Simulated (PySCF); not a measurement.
# DyH4N2 (Dy(NH2)2): the cost of one run

Method: several levels, as the steps say, no spin–orbit coupling; program: PySCF 2.14.0.

1 further run of the same task is left out (for a known fault of the program).

## (1) The starting structure

7 atoms, charge 0, spin multiplicity 1.

Bond lengths: Dy1–N2 2.274 Å, Dy1–N5 2.274 Å, N2–H3 1.022 Å, N2–H4 1.022 Å, N5–H6 1.022 Å, N5–H7 1.022 Å. Angles: N2–Dy1–N5 117.3°, Dy1–N2–H3 131.8°, Dy1–N2–H4 124.1°, H3–N2–H4 104.1°, Dy1–N5–H6 124.1°, Dy1–N5–H7 131.8°, H6–N5–H7 104.1°.

Coordinates:

```mol
DyH4N2
  3D, bonds by distance, orders not assigned

  7  6  0  0  0  0  0  0  0  0999 V2000
    0.0000   -0.8736   -0.1205 Dy  0  0
    1.9426   -0.0217    0.7004 N   0  0
    2.9203   -0.2510    0.5121 H   0  0
    1.9922    0.7257    1.3960 H   0  0
   -1.9426   -0.0217    0.7004 N   0  0
   -1.9922    0.7257    1.3960 H   0  0
   -2.9203   -0.2510    0.5121 H   0  0
  1  2  8  0
  1  5  8  0
  2  3  8  0
  2  4  8  0
  5  6  8  0
  5  7  8  0
M  END
```

Formal oxidation states: Dy +2. Each metal's 10 4f electrons lie in its core potential, so multiplicities, spins and levels count the valence alone. An earlier session relaxed this geometry at PBE0, Dy lcecp-0-SVP with ECP56, N def2-SVP, H def2-SVP (singlet, point group Cs).

At PBE0 on the finer grid: E = -142.631616 Eh, frontier levels not given, since the 4f levels lie in the core, Mulliken charge on Dy1 +0.72 e, largest force component 0.005 eV/Å. 

Levels to run: TPSS; M06-L; PBE0, TZVP. Hardware: 2 threads of Arm Neoverse V1, shared host.

## (2) TPSS

run.py (the lines that set the calculation)

```python
mol = gto.M(atom='''
Dy     0.00000    -0.87356    -0.12053
N      1.94258    -0.02175     0.70037
H      2.92026    -0.25096     0.51215
H      1.99217     0.72566     1.39596
N     -1.94258    -0.02175     0.70037
H     -1.99217     0.72566     1.39596
H     -2.92026    -0.25096     0.51215''',
    basis={'Dy': 'lcecp-0-SVP', 'N': 'def2-SVP', 'H': 'def2-SVP'},
    ecp={'Dy': 'lcecp-0-SVP'},
    charge=0, spin=0)
mf = dft.RKS(mol, xc='TPSS')
mf.grids.atom_grid = (75, 302)  # f atoms: unpruned, at least (60, 302)
mf = mf.density_fit()  # fitting sets: Dy AutoAux, N def2-universal-JKFIT, H def2-universal-JKFIT
mf.conv_tol = 1e-08; mf.max_cycle = 55
mf.kernel(dm0)  # dm0: the density of the relaxed state
```

Run with:

```bash
$ OMP_NUM_THREADS=2 python run.py
```

**Question.** How long does this run take on 2 threads of Arm Neoverse V1, shared host?

About 5.2 s.
